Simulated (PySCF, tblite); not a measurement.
**C7H9F: a rotation path, then NMR shifts on frames**

How do NMR shifts of C7H9F (`C=C(C)[C@@H]1[C@H]2[C@@H](F)[C@@H]12`) change as the atoms move?

Programs: tblite 0.8.0 and PySCF 2.14.0, with density-fitted response routines of our own. Each step states its level of theory. These are calculated values for one molecule in the gas phase, unless marked as measured. Atoms count from 0, in the outputs and in this text.

### Step 1. Starting geometry

17 atoms, charge 0, multiplicity 1; geometry from: GFN2-xTB.

Bonds of the start (Å): C0–C1 1.33, C1–C2 1.50, C1–C3 1.49, C3–C4 1.51, C4–C5 1.48, C5–F6 1.37, C5–C7 1.48, C7–C3 1.51, C7–C4 1.49, C0–H8 1.08, C0–H9 1.08, C2–H10 1.09, C2–H11 1.09, C2–H12 1.09, C3–H13 1.09, C4–H14 1.07, C5–H15 1.08, C7–H16 1.07.

### Step 2. The rotation path with GFN2-xTB

What the job is given:

```
{"job": {"kind": "neb", "xc": "GFN2-xTB", "basis": "xTB", "atoms": [2, 1, 3, 4], "turn": 120}, "charge": 0, "multiplicity": 1}
C      0.145599    -0.826669    -1.845828
C      0.292359    -0.953197    -0.534154
C      0.747732    -2.228135     0.107111
C      0.008633     0.159064     0.408962
C     -1.141516     1.089670     0.116301
C     -0.659855     2.226316     0.938245
F     -0.461667     2.056258     2.287237
C      0.262109     1.579815    -0.027250
H      0.351087    -1.641619    -2.518061
H     -0.183410     0.091762    -2.300987
H     -0.003039    -2.579349     0.814332
H      1.673048    -2.061751     0.657853
H      0.917252    -3.000387    -0.637954
H      0.199216    -0.084290     1.449507
H     -1.983150     0.978068    -0.532721
H     -1.027104     3.232535     0.767487
H      0.855708     1.973938    -0.823508
```

Method: GFN2-xTB climbing-image nudged elastic band, gas phase.

Launch:

```bash
OMP_NUM_THREADS=1 python probes_run.py task.json out
```

One launch serves the whole session: the jobs run in the order shown.

Log:

```text
image   E - E0 / eV
  0      -0.0000
  1       0.0274
  2       0.0547
  3       0.0663
  4       0.0894
  5       0.0981
  6       0.0655
  7       0.0304
  8       0.0121
```

It took 2.8 s on 1 thread of Intel Xeon Platinum 8488C, shared host; peak memory 0.19 GiB.

The final band, with the dihedral C2–C1–C3–C4:

```
image  dihedral (°)  energy (eV)  energy (kcal/mol)
    0          -143        0.000                0.0
    1          -120        0.027                0.6
    2           -97        0.055                1.3
    3           -75        0.066                1.5
    4           -53        0.089                2.1
    5           -31        0.098                2.3
    6            -8        0.066                1.5
    7            14        0.030                0.7
    8            37        0.012                0.3
```

### Step 3. NMR shieldings: image 0, PBE0/pcSseg-1

What the job is given:

```
{"job": {"kind": "nmr", "xc": "PBE0", "basis": "pcSseg-1", "pop": false}, "charge": 0, "multiplicity": 1}
C      0.145600    -0.826700    -1.845800
C      0.292400    -0.953200    -0.534200
C      0.747700    -2.228100     0.107100
C      0.008600     0.159100     0.409000
C     -1.141500     1.089700     0.116300
C     -0.659900     2.226300     0.938200
F     -0.461700     2.056300     2.287200
C      0.262100     1.579800    -0.027200
H      0.351100    -1.641600    -2.518100
H     -0.183400     0.091800    -2.301000
H     -0.003000    -2.579300     0.814300
H      1.673000    -2.061800     0.657900
H      0.917300    -3.000400    -0.638000
H      0.199200    -0.084300     1.449500
H     -1.983200     0.978100    -0.532700
H     -1.027100     3.232500     0.767500
H      0.855700     1.973900    -0.823500
```

Level: GIAO PBE0/pcSseg-1 NMR shielding, non-relativistic, gas phase.

Log:

```text
coarse grid: 14272 points
cycle   1  E = -371.3199584513  dE =  1.350e+00  |g| = 5.451e-01  |ddm| = 3.739e+00
cycle   2  E = -371.2974903591  dE =  2.247e-02  |g| = 6.958e-01  |ddm| = 1.065e+00
cycle   3  E = -371.3812953851  dE = -8.381e-02  |g| = 7.561e-02  |ddm| = 6.127e-01
cycle   4  E = -371.3822442313  dE = -9.488e-04  |g| = 3.026e-02  |ddm| = 8.272e-02
cycle   5  E = -371.3824391213  dE = -1.949e-04  |g| = 5.371e-03  |ddm| = 3.322e-02
cycle   6  E = -371.3824443811  dE = -5.260e-06  |g| = 2.533e-03  |ddm| = 7.293e-03
final grid: 138408 points
cycle   7  E = -371.4378941531  dE = -5.152e-05  |g| = 9.525e-03  |ddm| = 4.619e-02
cycle   8  E = -371.4378786914  dE =  1.546e-05  |g| = 1.268e-02  |ddm| = 2.245e-02
cycle   9  E = -371.4379168685  dE = -3.818e-05  |g| = 1.796e-03  |ddm| = 1.292e-02
cycle  10  E = -371.4379175623  dE = -6.937e-07  |g| = 3.022e-04  |ddm| = 1.680e-03
cycle  11  E = -371.4379175789  dE = -1.659e-08  |g| = 1.718e-04  |ddm| = 4.048e-04
cycle  12  E = -371.4379175850  dE = -6.132e-09  |g| = 2.289e-05  |ddm| = 1.514e-04
cycle  13  E = -371.4379175851  dE = -8.856e-11  |g| = 9.477e-06  |ddm| = 2.955e-05
converged SCF energy = -371.4379175851

GIAO shielding tensors (ppm)
atom      isotropic    diamagn.    paramagn.     s11        s22        s33       span
  0 C       73.947     254.693    -180.746    -34.524     94.402    161.965    196.489
  1 C       33.544     259.052    -225.508    -87.852     28.765    159.720    247.573
  2 C      159.163     245.350     -86.186    141.228    149.710    186.552     45.324
  3 C      149.505     247.989     -98.484    118.334    146.022    184.158     65.824
  4 C      161.606     249.948     -88.342    111.682    176.517    196.621     84.939
  5 C      100.588     249.654    -149.065     60.808     75.110    165.847    105.039
  6 F      415.767     475.113     -59.347    385.080    397.228    464.991     79.911
  7 C      162.531     250.325     -87.794    113.512    177.157    196.924     83.411
  8 H       26.571      30.737      -4.166     24.352     25.172     30.189      5.837
  9 H       27.128      33.563      -6.435     23.398     24.967     33.019      9.622
 10 H       29.572      28.603       0.969     25.527     28.351     34.838      9.311
 11 H       29.549      28.502       1.047     25.552     28.203     34.893      9.341
 12 H       29.781      28.680       1.101     25.690     28.222     35.431      9.741
 13 H       29.362      31.854      -2.492     20.721     31.441     35.923     15.202
 14 H       29.525      32.609      -3.084     24.275     27.572     36.728     12.453
 15 H       26.536      30.043      -3.507     20.950     26.913     31.744     10.794
 16 H       29.521      32.708      -3.187     24.178     27.583     36.803     12.625
```

Wall time 36 s (1 thread of Intel Xeon Platinum 8488C, shared host); peak memory 0.83 GiB.

Shifts follow as δ = σ(reference) − σ, with reference shieldings (ppm) from runs at the same level and on the same kind of geometry: ¹H TMS 31.72, ¹³C TMS 186.9, ¹⁹F CFCl3 170.9. The references are single molecules in the gas phase, so shifts against H2O, NH3, PH3, H3PO4 or CFCl3 are not on the usual liquid scales and can be off by tens of ppm. Each atom is listed at this fixed geometry, with no averaging over motion; a spectrum would average atoms that exchange fast.

```
atoms                                                 environment  σ (ppm)  δ (ppm)
   C1                             fully substituted alkene carbon     33.5    153.4
   C0                                        terminal =CH2 carbon     73.9    113.0
   C5                three-membered-ring carbon bearing a halogen    100.6     86.3
   C3                                  three-membered-ring carbon    149.5     37.4
   C2                                       allylic methyl carbon    159.2     27.8
   C4                                  three-membered-ring carbon    161.6     25.3
   C7                                  three-membered-ring carbon    162.5     24.4
  H15  hydrogen on a three-membered-ring carbon bearing a halogen    26.54     5.18
   H8                          hydrogen on a terminal =CH2 carbon    26.57     5.15
   H9                          hydrogen on a terminal =CH2 carbon    27.13     4.59
  H13                    hydrogen on a three-membered-ring carbon    29.36     2.36
  H16                    hydrogen on a three-membered-ring carbon    29.52     2.20
  H14                    hydrogen on a three-membered-ring carbon    29.53     2.19
  H11                        hydrogen on an allylic methyl carbon    29.55     2.17
  H10                        hydrogen on an allylic methyl carbon    29.57     2.15
  H12                        hydrogen on an allylic methyl carbon    29.78     1.94
   F6                                   fluorine on an sp3 carbon    415.8   -244.8
```

Ring of atoms C3, C4, C7: NICS(0) -42.5, NICS(1) -8.6, NICS(1)zz -25.8 ppm (means of both faces; NICS(1) differs between them: -10.4 and -6.7).

The two faces differ (NICS(1)zz -22.9 and -28.7 ppm).

In rings of three or four atoms NICS is ruled by the nearby σ bonds, so it says little on aromaticity.

Ring of atoms C4, C5, C7: NICS(0) -42.3, NICS(1) -10.8, NICS(1)zz -19.2 ppm (means of both faces; NICS(1) differs between them: -11.9 and -9.7).

The two faces differ (NICS(1)zz -24.6 and -13.8 ppm).

In rings of three or four atoms NICS is ruled by the nearby σ bonds, so it says little on aromaticity.

Orbitals, density, ELF and potential are computed afterwards from the orbital file.

Frontier orbitals at PBE0/pcSseg-1, with the share of their density that lies nearest to each atom:

```
orbital  energy (eV)                                        lies on
   HOMO        -7.07                               C0 37 %; C1 26 %
   LUMO         0.14  C0, C1 about 28 % each; H8, H9 about 8 % each
```

ELF in a plane through or near 11 of the atoms.

Ten even steps from ' ' (0.00) to '@' (1.00):
```
                                                        
                                                        
                                                        
                      ..++##::                          
            --@@@@##::++@@@@%%                          
            %%@@@@@@**##@@@@%%                          
            ##@@@@@@--::%%@@::  ..::..                  
              ++%%##::==++--  ..++++::    --**::        
                  ::##%%##::  --%%%%==..==@@@@@@..      
        ==@@@@@@--====**..%%==********--%%@@@@@@++      
        ##@@@@@@####%%--**%%========++**==@@@@@@--      
        ++@@@@@@----**++--**--++::..--==++::..          
        ..++++++--::==..  %%@@@@::  ++####++..          
            ..::++**==    @@@@@@..::%%**--%%++          
                ..::..    ##@@##  ::##%%%%**--          
                          ..++..    --==--::..          
                                                        
                                                        
                                                        
                                                        
```
The map spans 12.2 Å across and 9.5 Å up, centred on the molecule. Atoms in the plane (x, y in Å): C0 (-1.3, 1.4), C1 (-1.1, 0.1), C2 (-2.2, -0.9), C3 (0.3, -0.4), C5 (2.5, -0.3), F6 (2.7, -1.7), H8 (-2.3, 1.9), H9 (-0.5, 2.2), H12 (-3.2, -0.4), H13 (0.3, -1.5), H15 (3.5, 0.1).

log10 of the density (e/Å³) in the same plane.

Values, 10 rows by 14 columns:
```
-4.0 -4.0 -4.0 -4.0 -4.0 -4.0 -4.0 -4.0 -4.0 -4.0 -4.0 -4.0 -4.0 -4.0
-4.0 -4.0 -4.0 -3.7 -3.0 -2.8 -2.5 -3.0 -3.9 -4.0 -4.0 -4.0 -4.0 -4.0
-4.0 -4.0 -3.9 -2.2 -1.1 -1.0 -0.6 -1.4 -2.5 -3.0 -3.7 -4.0 -4.0 -4.0
-4.0 -4.0 -3.4 -1.6  0.0  0.4  0.2 -1.1 -1.3 -1.5 -2.2 -2.5 -3.5 -4.0
-4.0 -4.0 -2.8 -1.6 -1.0  0.1  0.1 -0.9 -0.1 -0.4 -0.8 -0.9 -2.5 -4.0
-4.0 -3.5 -1.8  0.0  0.0  0.2  0.3  1.3  0.0  0.2  0.4 -0.3 -2.1 -3.8
-4.0 -3.7 -2.2 -0.8  0.2 -0.2 -0.9  0.3 -0.7 -0.1  0.5 -1.0 -3.0 -4.0
-4.0 -4.0 -3.2 -2.0 -1.2 -1.3 -1.8 -1.0 -1.5 -0.3  0.2 -1.1 -3.7 -4.0
-4.0 -4.0 -4.0 -3.3 -2.8 -2.9 -3.2 -3.0 -3.1 -2.4 -2.2 -3.0 -4.0 -4.0
-4.0 -4.0 -4.0 -4.0 -4.0 -4.0 -4.0 -4.0 -4.0 -4.0 -4.0 -4.0 -4.0 -4.0
```
The map spans 12.2 Å across and 9.5 Å up, centred on the molecule. Atoms in the plane (x, y in Å): C0 (-1.3, 1.4), C1 (-1.1, 0.1), C2 (-2.2, -0.9), C3 (0.3, -0.4), C5 (2.5, -0.3), F6 (2.7, -1.7), H8 (-2.3, 1.9), H9 (-0.5, 2.2), H12 (-3.2, -0.4), H13 (0.3, -1.5), H15 (3.5, 0.1).

On the surface of density 0.002 e/bohr³ the electrostatic potential runs, from the 1st to the 99th percentile, from -1.15 V near F6 to 1.05 V near H15.

### Step 4. Shielding tensors: image 2, PBE0/pcSseg-1

What the job is given:

```
{"job": {"kind": "nmr", "xc": "PBE0", "basis": "pcSseg-1", "pop": false}, "charge": 0, "multiplicity": 1}
C      0.638700    -0.768500    -1.885500
C      0.436600    -0.896000    -0.583100
C      0.398400    -2.236800     0.086900
C      0.241300     0.267100     0.327600
C     -1.132600     0.877400     0.460000
C     -0.687100     2.194100     0.980000
F      0.012100     2.266500     2.159700
C     -0.040200     1.633200    -0.230900
H      0.790200    -1.627300    -2.516200
H      0.678300     0.187700    -2.376400
H     -0.562100    -2.386900     0.578200
H      1.174500    -2.301300     0.848200
H      0.549900    -3.033600    -0.636500
H      0.834900     0.207600     1.237100
H     -2.097500     0.514200     0.179500
H     -1.328500     3.065800     0.903800
H      0.085900     2.048800    -1.205800
```

With the program's defaults for keys left out, this is: GIAO PBE0/pcSseg-1 NMR shielding, non-relativistic, gas phase.

Log:

```text
coarse grid: 14272 points
cycle   1  E = -371.3195144475  dE =  1.344e+00  |g| = 5.446e-01  |ddm| = 3.752e+00
cycle   2  E = -371.2980005199  dE =  2.151e-02  |g| = 6.922e-01  |ddm| = 1.013e+00
cycle   3  E = -371.3808373471  dE = -8.284e-02  |g| = 7.560e-02  |ddm| = 5.769e-01
cycle   4  E = -371.3817782985  dE = -9.410e-04  |g| = 3.030e-02  |ddm| = 8.056e-02
cycle   5  E = -371.3819726601  dE = -1.944e-04  |g| = 5.580e-03  |ddm| = 3.338e-02
cycle   6  E = -371.3819782674  dE = -5.607e-06  |g| = 2.670e-03  |ddm| = 7.678e-03
final grid: 138408 points
cycle   7  E = -371.4372462968  dE = -4.836e-05  |g| = 9.720e-03  |ddm| = 4.260e-02
cycle   8  E = -371.4372279196  dE =  1.838e-05  |g| = 1.328e-02  |ddm| = 2.321e-02
cycle   9  E = -371.4372698787  dE = -4.196e-05  |g| = 1.930e-03  |ddm| = 1.360e-02
cycle  10  E = -371.4372707127  dE = -8.341e-07  |g| = 3.062e-04  |ddm| = 1.755e-03
cycle  11  E = -371.4372707298  dE = -1.702e-08  |g| = 1.771e-04  |ddm| = 4.087e-04
cycle  12  E = -371.4372707358  dE = -6.094e-09  |g| = 2.131e-05  |ddm| = 1.473e-04
cycle  13  E = -371.4372707359  dE = -7.265e-11  |g| = 9.099e-06  |ddm| = 2.740e-05
converged SCF energy = -371.4372707359

GIAO shielding tensors (ppm)
atom      isotropic    diamagn.    paramagn.     s11        s22        s33       span
  0 C       70.269     253.301    -183.031    -34.805     93.492    152.121    186.927
  1 C       34.543     258.567    -224.025    -87.978     32.400    159.206    247.184
  2 C      159.948     245.482     -85.534    143.512    148.510    187.821     44.309
  3 C      146.033     248.133    -102.100    113.268    145.285    179.545     66.277
  4 C      161.866     249.456     -87.590    112.140    177.254    196.206     84.066
  5 C       98.645     249.420    -150.775     58.164     76.951    160.820    102.656
  6 F      414.015     474.553     -60.538    382.621    395.933    463.492     80.871
  7 C      170.012     253.260     -83.249    126.521    182.341    201.172     74.651
  8 H       26.566      30.664      -4.099     24.185     25.001     30.511      6.326
  9 H       26.812      33.053      -6.241     23.940     24.252     32.243      8.303
 10 H       29.703      29.231       0.472     25.291     29.119     34.699      9.408
 11 H       29.586      28.432       1.154     25.725     28.096     34.937      9.212
 12 H       29.780      29.070       0.710     25.742     28.269     35.327      9.585
 13 H       29.185      30.869      -1.684     21.428     30.194     35.933     14.505
 14 H       29.493      32.124      -2.631     24.356     27.454     36.668     12.312
 15 H       26.468      29.985      -3.518     21.121     26.645     31.637     10.516
 16 H       29.280      33.517      -4.237     22.858     27.837     37.145     14.287
```

It took 26 s on 1 thread of Intel Xeon Platinum 8488C, shared host; peak memory 0.84 GiB.

This run: δ C1 152.4, C0 116.7, C5 88.3, C3 40.9, H15 5.25, H8 5.15 ppm.

### Step 5. Nuclear shieldings: image 5, PBE0/pcSseg-1

What the job is given:

```
{"job": {"kind": "nmr", "xc": "PBE0", "basis": "pcSseg-1", "pop": false}, "charge": 0, "multiplicity": 1}
C      1.312800    -0.855500    -1.775500
C      0.584200    -0.818100    -0.670800
C     -0.110000    -2.032900    -0.134100
C      0.434200     0.429700     0.139700
C     -0.820500     0.646000     0.938800
C     -0.714600     2.121300     1.044400
F      0.372700     2.684400     1.665600
C     -0.565200     1.474400    -0.283100
H      1.428400    -1.767700    -2.336300
H      1.820700     0.011300    -2.162400
H     -1.183900    -1.865700    -0.071200
H      0.256500    -2.248500     0.868700
H      0.066400    -2.896000    -0.769700
H      1.367700     0.792500     0.564700
H     -1.596100    -0.018800     1.251300
H     -1.591000     2.720500     1.267800
H     -1.069400     1.635000    -1.211200
```

Method: GIAO PBE0/pcSseg-1 NMR shielding, non-relativistic, gas phase.

Log:

```text
coarse grid: 14272 points
cycle   1  E = -371.3157097548  dE =  1.343e+00  |g| = 5.452e-01  |ddm| = 3.748e+00
cycle   2  E = -371.2941331734  dE =  2.158e-02  |g| = 6.931e-01  |ddm| = 1.018e+00
cycle   3  E = -371.3772264217  dE = -8.309e-02  |g| = 7.754e-02  |ddm| = 5.799e-01
cycle   4  E = -371.3782201801  dE = -9.938e-04  |g| = 3.064e-02  |ddm| = 8.267e-02
cycle   5  E = -371.3784178281  dE = -1.976e-04  |g| = 6.651e-03  |ddm| = 3.470e-02
cycle   6  E = -371.3784256790  dE = -7.851e-06  |g| = 3.313e-03  |ddm| = 9.085e-03
cycle   7  E = -371.3784281796  dE = -2.501e-06  |g| = 6.712e-04  |ddm| = 3.069e-03
final grid: 138408 points
cycle   8  E = -371.4337936000  dE = -5.259e-05  |g| = 8.674e-03  |ddm| = 4.207e-02
cycle   9  E = -371.4337885890  dE =  5.011e-06  |g| = 1.029e-02  |ddm| = 1.765e-02
cycle  10  E = -371.4338123876  dE = -2.380e-05  |g| = 1.395e-03  |ddm| = 9.166e-03
cycle  11  E = -371.4338127035  dE = -3.159e-07  |g| = 2.204e-04  |ddm| = 1.301e-03
cycle  12  E = -371.4338127104  dE = -6.953e-09  |g| = 9.964e-05  |ddm| = 2.166e-04
cycle  13  E = -371.4338127127  dE = -2.236e-09  |g| = 2.812e-05  |ddm| = 1.021e-04
cycle  14  E = -371.4338127129  dE = -1.852e-10  |g| = 5.304e-06  |ddm| = 2.937e-05
converged SCF energy = -371.4338127129

GIAO shielding tensors (ppm)
atom      isotropic    diamagn.    paramagn.     s11        s22        s33       span
  0 C       65.416     251.208    -185.792    -45.157     92.233    149.173    194.331
  1 C       36.602     258.329    -221.727    -84.657     37.269    157.193    241.850
  2 C      160.689     246.614     -85.925    142.765    155.150    184.153     41.388
  3 C      147.106     248.870    -101.765    110.037    149.929    181.352     71.314
  4 C      168.626     250.292     -81.666    122.784    181.477    201.616     78.831
  5 C       98.909     249.932    -151.023     58.218     76.799    161.710    103.493
  6 F      416.997     473.828     -56.830    381.165    402.598    467.230     86.065
  7 C      165.197     252.078     -86.881    117.629    177.930    200.031     82.402
  8 H       26.255      30.253      -3.998     23.175     25.079     30.512      7.337
  9 H       26.376      31.320      -4.944     22.566     24.873     31.688      9.123
 10 H       29.932      30.490      -0.558     25.072     30.865     33.857      8.784
 11 H       29.763      29.253       0.510     25.862     28.383     35.045      9.183
 12 H       30.006      29.458       0.548     25.849     28.390     35.778      9.929
 13 H       28.714      30.556      -1.842     21.054     29.166     35.922     14.868
 14 H       29.420      32.484      -3.064     23.074     28.513     36.674     13.600
 15 H       26.507      30.136      -3.629     21.186     26.650     31.685     10.499
 16 H       29.589      32.689      -3.100     24.216     27.521     37.029     12.813
```

Run time: 27 s. Hardware: 1 thread of Intel Xeon Platinum 8488C, shared host; peak memory 0.86 GiB.

In short: δ C1 150.3, C0 121.5, C5 88.0, C3 39.8, H8 5.46, H9 5.34 ppm.

[end of part 1 of 2]
